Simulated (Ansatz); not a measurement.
# AlF3H3P: a ladder of functionals and wavefunction methods

One table from this session's results is given with a row withheld; the runs are named, their logs left out.

Method: functionals in def2-TZVPP, the program's frozen cores in correlated methods; program: Ansatz 0.2.0, Gaussian basis.

Levels to be run: LDA (SPW92), PBE-D4, revPBE-D4, BLYP-D4, r2SCAN-D4, B97M-V, PBE0-D4, B3LYP-D4, r2SCANh-D4, r2SCAN0-D4, HSE06-D4, BHLYP-D4, CAM-B3LYP-D4, LC-ωPBE, ωB97X-V, ωB97M-V, B2PLYP, PBE-QIDH; CCSD(T)/def2-SVP; CCSD(T)/def2-TZVPP; MP2/def2-QZVPP; extrapolation to the limit; RPA on PBE.

### The geometry

The geometry comes from an earlier relaxation with PBE0-D4 in a triple-zeta def2 set; it is a stationary point, not always the lowest conformer.

SMILES `[F][Al-]([F])([F])[PH3+]`, 8 atoms, charge 0, spin multiplicity 1.

Atoms are counted from 1 here; the program's logs count them from 0.

Bond lengths: F1–Al2 1.652 Å, Al2–F3 1.652 Å, Al2–F4 1.652 Å, Al2–P5 2.492 Å, P5–H6 1.407 Å, P5–H7 1.407 Å, P5–H8 1.407 Å. Angles: F1–Al2–F3 117.5°, F1–Al2–F4 117.5°, F1–Al2–P5 99.2°, F3–Al2–F4 117.5°, F3–Al2–P5 99.2°, F4–Al2–P5 99.1°, Al2–P5–H6 117.8°, Al2–P5–H7 117.8°, Al2–P5–H8 117.8°, H6–P5–H7 100.0°, H6–P5–H8 100.0°, H7–P5–H8 100.0°.

Set-up of the first run:

Contents of in.yaml:

```yaml
crystal:
  periodic: [false, false, false]
  atoms:
    - {symbol: F, position_ang: [-0.395514, -2.177164, 0.721043]}
    - {symbol: Al, position_ang: [0.738936, -1.194770, 0.031547]}
    - {symbol: F, position_ang: [1.998456, -0.701531, 0.979106]}
    - {symbol: F, position_ang: [1.026586, -1.378725, -1.584324]}
    - {symbol: P, position_ang: [-0.562193, 0.929307, -0.037106]}
    - {symbol: H, position_ang: [-1.021969, 1.456985, 1.183122]}
    - {symbol: H, position_ang: [-1.759536, 0.941634, -0.775352]}
    - {symbol: H, position_ang: [0.067433, 2.067065, -0.573634]}
basis:
  gaussian: {orbitals: def2-TZVPP}
hamiltonian: {xc: lda}
output: {orbitals: {seedname: orbitals}}
```

Command:

```bash
ansatz run in.yaml --threads 4 --pin off --events-out ev --progress --plain --max-ram 10444MiB
```

Steps of the session up to this table: LDA; PBE-D4 (GGA); revPBE-D4 (GGA); BLYP-D4 (GGA); r2SCAN-D4 (meta-GGA); B97M-V (meta-GGA); B3LYP-D4 (hybrid); r2SCANh-D4 (hybrid); r2SCAN0-D4 (hybrid); HSE06-D4 (hybrid); BHLYP-D4 (hybrid); CAM-B3LYP-D4 (range-separated); LC-ωPBE (range-separated); ωB97X-V (range-separated); ωB97M-V (range-separated); B2PLYP (double hybrid); PBE-QIDH (double hybrid).

One of the session's tables, all rows but one given; the rest of the session is left out.

It belongs to the step «Frontier levels by functional». 

```
  functional  HOMO (eV)  gap (eV)
 LDA (SPW92)      -8.53      6.73
      PBE-D4      -8.37      6.73
   revPBE-D4      -8.31      6.74
     BLYP-D4      -8.28      6.77
   r2SCAN-D4      -8.74      7.38
      B97M-V      -8.83      7.30
     PBE0-D4          ?         ?
    B3LYP-D4      -9.65      8.71
  r2SCANh-D4      -9.30      8.27
  r2SCAN0-D4     -10.12      9.57
    HSE06-D4      -9.47      8.38
    BHLYP-D4     -11.22     11.50
CAM-B3LYP-D4     -11.27     11.67
     LC-ωPBE     -12.56     14.18
     ωB97X-V     -12.24     13.72
     ωB97M-V     -12.09     13.34
```

**Question.** Estimate the row for PBE0-D4.

The run gave: HOMO (eV): -9.88; gap (eV): 9.16. In the column «HOMO (eV)» it lies between r2SCAN0-D4 (-10.12) and B3LYP-D4 (-9.65).
